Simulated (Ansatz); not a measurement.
# U-wB97X/aug-cc-pVDZ run of CH4FSi (SMILES C[SiH]F)

What is the electronic atomisation energy of CH4FSi at U-wB97X/aug-cc-pVDZ? 

The results are computed with Ansatz 0.2.0.

45 further runs of the same task are left out: 45 set aside as unsound or not needed.

## Step 1: The structure to begin with

CH4FSi: 7 atoms, total charge 0, spin state doublet. As SMILES, `C[SiH]F`. Geometry: relaxed at PBE0-D4/def2-TZVP.

Bond lengths: C1–Si2 1.864 Å, Si2–F3 1.609 Å, C1–H4 1.091 Å, C1–H5 1.093 Å, C1–H6 1.094 Å, Si2–H7 1.494 Å. Angles: C1–Si2–F3 108.7°, C1–Si2–H7 111.7°, F3–Si2–H7 106.7°, Si2–C1–H4 111.5°, Si2–C1–H5 109.9°, Si2–C1–H6 110.0°, H4–C1–H5 108.4°, H4–C1–H6 108.5°, H5–C1–H6 108.5°.

## Step 2: A single-point energy at U-wB97X/aug-cc-pVDZ

job.yaml

```yaml
crystal:
  periodic: [false, false, false]
  atoms:
    - {symbol: C, position_ang: [-0.653500, 0.389500, -0.298000]}
    - {symbol: Si, position_ang: [0.917400, -0.594100, -0.104100]}
    - {symbol: F, position_ang: [0.640700, -1.812800, 0.909600]}
    - {symbol: H, position_ang: [-1.444900, -0.207800, -0.754100]}
    - {symbol: H, position_ang: [-0.470200, 1.260900, -0.931700]}
    - {symbol: H, position_ang: [-1.000700, 0.738300, 0.679600]}
    - {symbol: H, position_ang: [2.011300, 0.226000, 0.498700]}
basis:
  gaussian:
    orbitals: aug-cc-pVDZ
magnetization:
  spin_polarized: true
  initial_magnetization: 1
hamiltonian:
  xc: {name: wB97X}
accuracy: high
output: {orbitals: {seedname: orbitals}}
```

Started as:

```
$ ansatz run job.yaml --threads 1 --pin off --max-ram 3480MiB --events-out events.jsonl --progress --plain --runs-dir runs
```

The log of the run:

```text
Warning: RAYON_NUM_THREADS=1 ignored (pool sized by the plan → 1); use --threads N
Functional definition: wB97X
  name "wB97X"
  parameter omega = 0.3/bohr
  parameter cx = 0.157706
  parameter cx1 = 0.726479
  parameter cx2 = 1.04760
  parameter cx3 = -5.70635
  parameter cx4 = 13.2794
  parameter css1 = -4.33879
  parameter css2 = 18.2308
  parameter css3 = -31.7430
  parameter css4 = 17.2901
  parameter cos1 = 2.37031
  parameter cos2 = -11.3995
  parameter cos3 = 6.58405
  parameter cos4 = -3.78132
  exchange = spin_sum(e_x_unif_sr(omega)*poly(b97_u_x, 1 - cx, cx1, cx2, cx3, cx4)) + cx*exact_x_sr(omega)
      + exact_x_lr(omega)
  correlation = spin_sum(e_c_pw_same_spin*poly(b97_u_same, 1, css1, css2, css3, css4))
      + integral(e_c_pw_opposite_spin*poly(b97_u_opposite, 1, cos1, cos2, cos3, cos4))
2190 factors; integrals over basis functions are off by at most 3.6e-9 eV
492 factors; integrals over basis functions are off by at most 1.7e-9 eV
mean field evaluation 1: about -11691.9462 eV, gradient 3.2e1 eV
mean field evaluation 2: about -11693.1437 eV, gradient 2.9e1 eV
mean field evaluation 4: about -11696.2213 eV, gradient 1.3e0 eV
mean field evaluation 8: about -11696.2757 eV, gradient 3.1e-2 eV
mean field evaluation 16: about -11696.2757 eV, gradient 7.5e-5 eV
mean field -11696.27568702 eV, -429.8302034774 hartree, gradient 3.3e-8 eV, S^2 0.751507; 0 other end points of the search recorded, 0 dependent functions left out
reference -11696.27568078 eV, -429.8302032484 hartree; 17, 16 occupied and 92, 93 virtual orbitals, 2190 factors
Total energy: -11696.27568078 eV, -429.8302032484 hartree
```

Run time: 59 s. Hardware: 1 thread of Arm Neoverse V2, shared host; peak memory 0.9 GiB.

## Step 3: The C atom at the same level

run.yaml

```yaml
crystal:
  periodic: [false, false, false]
  atoms:
    - symbol: C
      position_ang: [0.000000, 0.000000, 0.000000]
basis:
  gaussian: {orbitals: aug-cc-pVDZ}
magnetization: {spin_polarized: true, initial_magnetization: 2}
hamiltonian: {xc: {name: wB97X}}
total_charge: 0
accuracy: high
```

Run the same way, it converges to -37.84121 Eh (log not shown).

## Step 4: The F atom

job.yaml

```yaml
crystal:
  periodic: [false, false, false]
  atoms:
    - {symbol: F, position_ang: [0.000000, 0.000000, 0.000000]}
basis:
  gaussian: {orbitals: aug-cc-pVDZ}
magnetization: {spin_polarized: true, initial_magnetization: 1}
hamiltonian: {xc: {name: wB97X}}
accuracy: high
```

Run the same way, it converges to -99.71648 Eh (log not shown).

## Step 5: The H atom

job.yaml

```yaml
crystal:
  periodic: [false, false, false]
  atoms:
    - {symbol: H, position_ang: [0.000000, 0.000000, 0.000000]}
basis:
  gaussian:
    orbitals: aug-cc-pVDZ
magnetization:
  spin_polarized: true
  initial_magnetization: 1
hamiltonian:
  xc: {name: wB97X}
accuracy: high
```

Run the same way, it converges to -0.50101 Eh (log not shown).

## Step 6: The Si atom

in.yaml

```yaml
basis:
  gaussian:
    orbitals: aug-cc-pVDZ
crystal:
  periodic: [false, false, false]
  atoms:
    - symbol: Si
      position_ang: [0.000000, 0.000000, 0.000000]
magnetization:
  spin_polarized: true
  initial_magnetization: 2
hamiltonian:
  xc: {name: wB97X}
accuracy: high
```

Run the same way, it converges to -289.35778 Eh (log not shown).

## Step 7: Outcome

At U-wB97X/aug-cc-pVDZ:

```
                                    quantity          value
                      molecule: total energy  -429.83020 Eh
molecule: HOMO energy (highest over α and β)       -8.31 eV
 molecule: LUMO energy (lowest over α and β)       -0.94 eV
                              molecule: ⟨S²⟩          0.752
                        C atom: total energy   -37.84121 Eh
                                C atom: ⟨S²⟩          2.005
                        F atom: total energy   -99.71648 Eh
                                F atom: ⟨S²⟩          0.752
                        H atom: total energy    -0.50101 Eh
                                H atom: ⟨S²⟩          0.750
                       Si atom: total energy  -289.35778 Eh
                               Si atom: ⟨S²⟩          2.005
               electronic atomisation energy      24.781 eV
```

**Reading.** Taking the molecule apart into free atoms costs 24.78 eV (571 kcal/mol), before zero-point energy and without spin-orbit coupling.
